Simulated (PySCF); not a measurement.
**CH₉NOSi₂: electronic excitations and core binding energies**

What electronic excitations and core binding energies should CH₉NOSi₂ (`C[Si@H](N)O[SiH3]`) show?

Computed with PySCF 2.14.0, with density-fitted response routines of our own, on a single molecule in the gas phase. Atoms count from 0, in the outputs and in this text.

### 1 The molecule as given

14 atoms, charge 0, multiplicity 1; geometry from: GFN2-xTB.

Bonds of the start (Å): C0–Si1 1.89, Si1–N2 1.72, Si1–O3 1.62, O3–Si4 1.61, C0–H5 1.09, C0–H6 1.09, C0–H7 1.09, Si1–H8 1.47, N2–H9 1.01, N2–H10 1.01, Si4–H11 1.46, Si4–H12 1.46, Si4–H13 1.46.

### 2 TDDFT and polarisability: wB97X-D/def2-SVPD

What the job is given:

```
{"job": {"kind": "uv", "xc": "wB97X-D", "basis": "def2-SVPD", "nstates": 8, "ntriplets": 3}, "charge": 0, "multiplicity": 1}
C     -1.796580    -0.906999     0.036336
Si    -0.581867     0.200900     0.973777
N     -0.721066     1.782691     0.302977
O      0.953108    -0.275674     0.739295
Si     2.370731    -0.491441     0.000854
H     -2.821124    -0.710615     0.335988
H     -1.729175    -0.748132    -1.035833
H     -1.594542    -1.955782     0.228846
H     -0.718072     0.081785     2.430825
H     -1.624470     2.223807     0.266713
H     -0.012382     2.462706     0.526093
H      2.221441    -0.289079    -1.440507
H      2.760976    -1.864700     0.316634
H      3.292343     0.490060     0.575860
```

With the program's defaults for keys left out, this is: TDDFT wB97X-D/def2-SVPD, vertical, gas phase, core orbitals frozen in the response.

The run is started by

```console
$ OMP_NUM_THREADS=1 python probes_run.py task.json out
```

This one command runs all jobs of the session in turn.

**Question.** This job is followed by: delta-SCF UKS SCAN, pcX-2 on the ionised atom, pcseg-1 elsewhere, spin-free X2C. What will the session give for the following? lowest singlet (wB97X-D/def2-SVPD); brightest single state of those computed; lowest triplet; surface potential, 1st and 99th percentile; Si1s binding energies, SCAN/pcX-2; Si2p binding energies, SCAN/pcX-2; C1s binding energies, SCAN/pcX-2; N1s binding energies, SCAN/pcX-2; O1s binding energies, SCAN/pcX-2.

As calculated:

```
                                quantity                        value
      lowest singlet (wB97X-D/def2-SVPD)  6.84 eV (181 nm), f = 0.032
brightest single state of those computed  state 8, 8.69 eV, f = 0.090
                          lowest triplet                      6.61 eV
   surface potential, 1st and 99th percentile           -1.10 V and 1.54 V
       Si1s binding energies, SCAN/pcX-2  Si4 1847.10, Si1 1847.09 eV
       Si2p binding energies, SCAN/pcX-2    Si4 107.41, Si1 107.24 eV
        C1s binding energies, SCAN/pcX-2                 C0 289.94 eV
        N1s binding energies, SCAN/pcX-2                 N2 404.54 eV
        O1s binding energies, SCAN/pcX-2                 O3 537.54 eV
```

**Reading.** The first singlet state (HOMO→LUMO 0.64, HOMO→LUMO+2 0.12) lies at 6.84 eV and is weak; of the 8 states computed, the strongest absorption comes from state 8 at 8.69 eV (the last computed, so partners may be missing). The lowest triplet lies 0.23 eV below the lowest singlet (triplets in Tamm-Dancoff, singlets in full TDDFT). The Si1s levels computed lie within 0.01 eV of one another, too close to rank. Si4 (silicon bonded to O, 3 H) binds its Si2p electron 0.17 eV more tightly than Si1 (silicon bonded to C, N, O, H).
